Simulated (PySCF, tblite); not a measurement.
# C3H10O2Si2: geometry, infrared bands and NMR shifts

Wanted: the infrared bands and NMR shifts of C3H10O2Si2 (`CO[C@@H]1C[Si@@H]1O[SiH3]`), by calculation.

The runs use tblite 0.8.0 and PySCF 2.14.0, with density-fitted response routines of our own; the level of theory stands in each step. All values are computed, except where a source is named. Atoms are numbered from 0 throughout.

## (1) Starting geometry

17 atoms, charge 0, multiplicity 1; geometry from: force field or distance geometry start.

Bonds of the start (Å): C0–O1 1.38, O1–C2 1.39, C2–C3 1.50, C3–Si4 1.85, Si4–O5 1.71, O5–Si6 1.73, Si4–C2 1.84, C0–H7 1.12, C0–H8 1.10, C0–H9 1.12, C2–H10 1.13, C3–H11 1.11, C3–H12 1.10, Si4–H13 1.47, Si6–H14 1.48, Si6–H15 1.47, Si6–H16 1.48.

## (2) Optimising the geometry with GFN2-xTB

Job settings and geometry (Å):

```
{"job": {"kind": "relax", "xc": "GFN2-xTB", "basis": "xTB"}, "charge": 0, "multiplicity": 1}
C     -2.898800     0.583800     0.437600
O     -1.696100     0.202000     0.996000
C     -0.928300    -0.479900     0.055900
C     -0.293700    -1.722800     0.616600
Si     0.907300    -0.427100     0.065800
O      1.714200     0.530900     1.224500
Si     3.094100     1.180000     0.416900
H     -3.428400    -0.346600     0.107900
H     -3.561200     1.125700     1.131300
H     -2.711300     1.206600    -0.469300
H     -1.439000    -0.571100    -0.943100
H     -0.444600    -1.917200     1.701800
H     -0.330000    -2.629300    -0.005600
H      1.653500    -0.725200    -1.163200
H      2.669500     2.440600    -0.226000
H      4.241300     1.363700     1.322500
H      3.444500     0.198000    -0.630000
```

The run is started by

```
OMP_NUM_THREADS=1 python probes_run.py task.json out
```

The driver reads the jobs from task.json and runs them one after another.

**Question.** This job is followed by: GFN2-xTB harmonic vibrations, gas phase; GIAO PBE0/pcSseg-1 NMR shielding, non-relativistic, gas phase. Predict these results of the whole session: strongest single infrared mode (GFN2-xTB); zero-point energy (GFN2-xTB); 13C shifts against TMS (PBE0/pcSseg-1); 1H shifts against TMS (PBE0/pcSseg-1, means over atoms taken as alike); 17O shifts against H2O (PBE0/pcSseg-1); 29Si shifts against TMS (PBE0/pcSseg-1).

As calculated:

```
                                                              quantity                                   value
                             strongest single infrared mode (GFN2-xTB)                    815 cm⁻¹, 399 km/mol
                                          zero-point energy (GFN2-xTB)                           75.7 kcal/mol
                                13C shifts against TMS (PBE0/pcSseg-1)                    66.5, 63.9, 10.2 ppm
1H shifts against TMS (PBE0/pcSseg-1, means over atoms taken as alike)  5.04, 4.86, 3.59, 3.56, 1.28, 0.96 ppm
                                17O shifts against H2O (PBE0/pcSseg-1)                         24.9, -25.0 ppm
                               29Si shifts against TMS (PBE0/pcSseg-1)                        -37.8, -77.9 ppm
```

In words: Over 183 steps the energy fell by 1.283 eV; of the close pairs, O5–Si6 changed most, 1.726 to 1.632 Å. No mode is imaginary among the 45: a minimum at this level. The strongest single mode, at 815 cm⁻¹, is spread over several atoms, H16, H14, H15, Si6 among them. GFN2-xTB is a fitted tight-binding method: band positions and strengths are rough. Its intensities can rank the bands wrongly. At PBE0/pcSseg-1: The largest span, 336 ppm, is at Si4, where the paramagnetic term is -454 ppm.
